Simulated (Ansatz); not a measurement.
Eu, space group Fm-3m: an equation of state with a fit, run with Ansatz 0.2.0, Python API.

The script, `eos.py`:
```python
"""Equation of state of Eu."""

import ansatz as az
import numpy as np
from scipy.optimize import curve_fit

vectors0 = np.array([
    [0.0, 2.78930269, 2.78930269],
    [2.78930269, 0.0, 2.78930269],
    [2.78930269, 2.78930269, 0.0],
])
sites = [
    ("Eu", (0.0, 0.0, 0.0), 4.9),
]


def build(cell):
    crystal = az.Crystal(lattice=az.Lattice.of(cell))
    for symbol, position, moment in sites:
        crystal = crystal.atom(symbol, position, moment=moment or None)
    return crystal

def vinet(v, e0, v0, b0, b1):
    eta = (v / v0) ** (1 / 3)
    return e0 + 2 * b0 * v0 / (b1 - 1) ** 2 * (2 - (5 + 3 * b1 * (eta - 1) - 3 * eta) * np.exp(-1.5 * (b1 - 1) * (eta - 1)))

# uniform scaling of the cell
volumes, energies, pressures = [], [], []
for scale in np.linspace(0.88, 1.12, 7):
    cell = vectors0 * scale ** (1 / 3)
    calculation = (
        build(cell).calculation()
        .functional("r2scan")
        .occupations("fermi_dirac", width=0.1)
        .spin("collinear")
        .basis(600)
        .kpoints(7, 7, 7)
        .stress()
    )
    rep = calculation.run(threads=1, backend="cpu").report
    volumes.append(abs(np.linalg.det(cell)) / len(sites))
    energies.append(rep["free_energy_ev"] / len(sites))
    pressures.append(np.trace(rep["stress_gpa"]) / 3)
    print(f"V = {volumes[-1]:8.4f} A^3/atom  F = {energies[-1]:.5f} eV/atom  P = {pressures[-1]:8.3f} GPa")

guess = (min(energies), volumes[int(np.argmin(energies))], 0.5, 4.5)
(e0, v0, b0, b1), _ = curve_fit(vinet, np.array(volumes), np.array(energies), p0=guess, maxfev=20000)
print(f"Vinet fit: V0 = {v0:.4f} A^3/atom, B0 = {160.21766 * b0:.1f} GPa, B1 = {b1:.2f}")
print("largest residual", round(1000 * float(np.abs(vinet(np.array(volumes), e0, v0, b0, b1) - energies).max()), 3), "meV/atom")
```

Estimate the equilibrium volume and the bulk modulus.

A third-order Birch-Murnaghan fit through the 7 points (the script's own form differs a little) has its minimum at 42.40 Å³ an atom, 2.3 % below the typed cell, with a bulk modulus of 13 GPa. From that minimum the energy rises by 20.0 meV an atom on the compressed side and 30.4 meV on the expanded side.

The output:

```console
$ python eos.py
DeckWarning: where an SCF of this run starts from atoms to list the orders of its open shells, Eu (site 0, from 0) starts with 6.32 μB on its 4f shell, in the place of the 4.90 μB that the deck gives [...]
V =  38.1944 A^3/atom  F = -8780.19988 eV/atom  P =    1.693 GPa
V =  39.9305 A^3/atom  F = -8780.21357 eV/atom  P =    0.866 GPa
V =  41.6666 A^3/atom  F = -8780.21930 eV/atom  P =    0.219 GPa
V =  43.4027 A^3/atom  F = -8780.21883 eV/atom  P =   -0.291 GPa
V =  45.1388 A^3/atom  F = -8780.21330 eV/atom  P =   -0.722 GPa
V =  46.8749 A^3/atom  F = -8780.20337 eV/atom  P =   -1.104 GPa
V =  48.6110 A^3/atom  F = -8780.18952 eV/atom  P =   -1.445 GPa
Vinet fit: V0 = 42.3995 A^3/atom, B0 = 13.1 GPa, B1 = 3.49
largest residual 0.13 meV/atom
```
(Warnings from the package without file and line, shortened.)

Reading the output:
- Total energies depend on the potentials; only differences at equal settings carry meaning.
- Open f shells: without a Hubbard U, without spin-orbit coupling; the state reached hangs on the start and needn't be the lowest.
- For a metal this k-point mesh is coarse: on a finer one energies can move by several to tens of meV an atom and pressures by half a GPa or more, differences at one mesh by less.
- Pressure is positive in compression.
- r2SCAN tends to overestimate the moments of itinerant magnets.
- This isn't the structure that Eu takes at ambient conditions.
- Cost: roughly 40 core-seconds.

(Lines on the test bed's own set-up are left out of the output.)
